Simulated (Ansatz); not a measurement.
# CH₅FSiTe: basis-set convergence

The task here is to estimate one member of a computed series from the others.

Computed with Ansatz 0.2.0, Gaussian basis. Level: one geometry, several basis sets.

The runs, in order: PBE0-D4/def2-SVP; ωB97M-V/def2-SVP; PBE0-D4/def2-QZVPP; ωB97M-V/def2-QZVPP; the functionals' def2-TZVPP values are taken from earlier runs.

## The relaxed structure

An earlier PBE0-D4 in a triple-zeta def2 set relaxation fixed the geometry. Te takes the def2 core potential; no spin-orbit term is included.

SMILES `FC([SiH3])[TeH]`, 9 atoms, charge 0, spin multiplicity 1.

Atoms are counted from 1 here; the program's logs count them from 0.

Bond lengths: F1–C2 1.385 Å, C2–Si3 1.897 Å, C2–Te4 2.152 Å, C2–H5 1.093 Å, Si3–H6 1.484 Å, Si3–H7 1.485 Å, Si3–H8 1.486 Å, Te4–H9 1.659 Å. Angles: F1–C2–Si3 111.1°, F1–C2–Te4 111.7°, F1–C2–H5 108.1°, Si3–C2–Te4 108.8°, Si3–C2–H5 111.5°, Te4–C2–H5 105.5°, C2–Si3–H6 108.1°, C2–Si3–H7 109.4°, C2–Si3–H8 109.2°, H6–Si3–H7 110.4°, H6–Si3–H8 110.0°, H7–Si3–H8 109.7°, C2–Te4–H9 94.0°.

The first run:

in.yaml

```yaml
crystal:
  periodic: [false, false, false]
  atoms:
    - {symbol: F, position_ang: [-0.338064, 0.254814, -1.830114]}
    - {symbol: C, position_ang: [-0.135381, 0.442851, -0.473484]}
    - {symbol: Si, position_ang: [0.890642, -0.970645, 0.265925]}
    - {symbol: Te, position_ang: [-1.996716, 0.581000, 0.597613]}
    - {symbol: H, position_ang: [0.354246, 1.409662, -0.333540]}
    - {symbol: H, position_ang: [1.422819, -0.517794, 1.574820]}
    - {symbol: H, position_ang: [2.004496, -1.307963, -0.656590]}
    - {symbol: H, position_ang: [0.018712, -2.158731, 0.455171]}
    - {symbol: H, position_ang: [-2.132255, 2.220605, 0.383197]}
basis:
  gaussian: {orbitals: def2-SVP}
hamiltonian: {xc: pbe0, dispersion: d4}
output: {orbitals: {seedname: orbitals}}
```

Among the steps run: PBE0-D4 in def2-SVP; ωB97M-V in def2-SVP; PBE0-D4 in def2-QZVPP; ωB97M-V in def2-QZVPP.

One table of the session follows, with a row left open; its other results are not shown here.

It belongs to the step «Density functionals: the series». 

```
functional       basis  HOMO (eV)
   PBE0-D4    def2-SVP      -6.52
   PBE0-D4  def2-TZVPP      -6.63
   PBE0-D4  def2-QZVPP          ?
   ωB97M-V    def2-SVP      -8.61
   ωB97M-V  def2-TZVPP      -8.75
   ωB97M-V  def2-QZVPP      -8.78
```

Q: Estimate the row for PBE0-D4, def2-QZVPP from the others.

The run gave: HOMO (eV): -6.66. In the column «HOMO (eV)» it lies between ωB97M-V, def2-SVP (-8.61) and PBE0-D4, def2-TZVPP (-6.63).
